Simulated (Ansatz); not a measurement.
## Ti3PO2 in Ansatz: convergence with k mesh

Input of the first run (k mesh 3 × 3 × 1); the others differ in this setting and in those tied to it:

Contents of input.yaml:

```yaml
crystal:
  lattice:
    - [3.172410151, 0.0, 0.0]
    - [-1.5862050755, 2.747387782, 0.0]
    - [0.0, 0.0, 8.022821]
  atoms:
    - { symbol: Ti, position: [0.006326, 0.011938, -0.002308] }
    - { symbol: Ti, position: [0.666375, 0.335084, 0.29055] }
    - { symbol: Ti, position: [0.309674, 0.661499, 0.703126] }
    - { symbol: P, position: [-0.005096, 0.008509, 0.494845] }
    - { symbol: O, position: [0.640677, 0.320316, 0.850314] }
    - { symbol: O, position: [0.328272, 0.676366, 0.137601] }
hamiltonian:
  xc: lda
  pseudopotentials: { kind: nc, accuracy: standard }
kpoints:
  mp_grid: { grid: [3, 3, 1] }
scf:
  occupations: { method: gaussian, width: 0.05 }
output:
  forces: true
  stress: true
  eigenvalues: true
```

Potentials or basis: PseudoDojo standard (LDA files).

Command:

```sh
$ ansatz run input.yaml --threads 2 --pin off --max-ram 5632MiB --backend cpu --events-out ev --progress --plain --runs-dir out
```

The cell isn't the ideal one: atoms moved at random, drawn with an rms of 0.05 Å.

The cell comes from a database or a generator and needn't be the stable form of this composition.

Hardware: 2 threads of Arm Neoverse V1, on a shared host.

The values tried are 3 × 3 × 1, 4 × 4 × 2, 5 × 5 × 2, 6 × 6 × 2, 7 × 7 × 3, 9 × 9 × 3, 11 × 11 × 4, 13 × 13 × 5, 16 × 16 × 6, loosest first. From which on does the pressure stay within 0.1 GPa of the tightest run that finished?

From 7 × 7 × 3 on.

| k mesh | energy less the tightest run, at zero smearing (meV/atom) | pressure (GPa) | largest force (eV/Å) | SCF cycles | CPU time (s) | peak memory (GiB) |
| --- | --- | --- | --- | --- | --- | --- |
| 3 × 3 × 1 | 39.15 | -11.49 | 0.671 | 14 | 5.9 | 0.35 |
| 4 × 4 × 2 | 3.09 | -12.88 | 0.520 | 14 | 18 | 0.41 |
| 5 × 5 × 2 | 5.81 | -12.99 | 0.410 | 16 | 30 | 0.44 |
| 6 × 6 × 2 | 7.91 | -12.98 | 0.471 | 18 | 46 | 0.49 |
| 7 × 7 × 3 | -1.79 | -13.13 | 0.556 | 14 | 82 | 0.64 |
| 9 × 9 × 3 | -0.07 | -13.11 | 0.498 | 14 | 130 | 0.85 |
| 11 × 11 × 4 | 1.03 | -13.07 | 0.443 | 14 | 280 | 1.4 |
| 13 × 13 × 5 | 0.14 | -13.08 | 0.439 | 14 | 500 | 2.1 |
| 16 × 16 × 6 | 0.00 | -13.09 | 0.457 | 14 | 940 | 3.6 |

Against the tightest run, the energy stays within 1 meV/atom from 13 × 13 × 5 on. Not settled before the last step: the largest force (to 0.005 eV/Å). Meshes of other sizes hit other points, so gaps and Fermi surfaces needn't settle smoothly. The tightest run that finished is the yardstick and may itself not be fully converged.

Caveat, for the tightest run too: an odd number of electrons without spin polarisation forces a metal; a magnetic or distorted state may lie lower; semilocal functionals often make such compounds metallic where correlation or magnetic order opens a gap, which also shifts bond lengths.
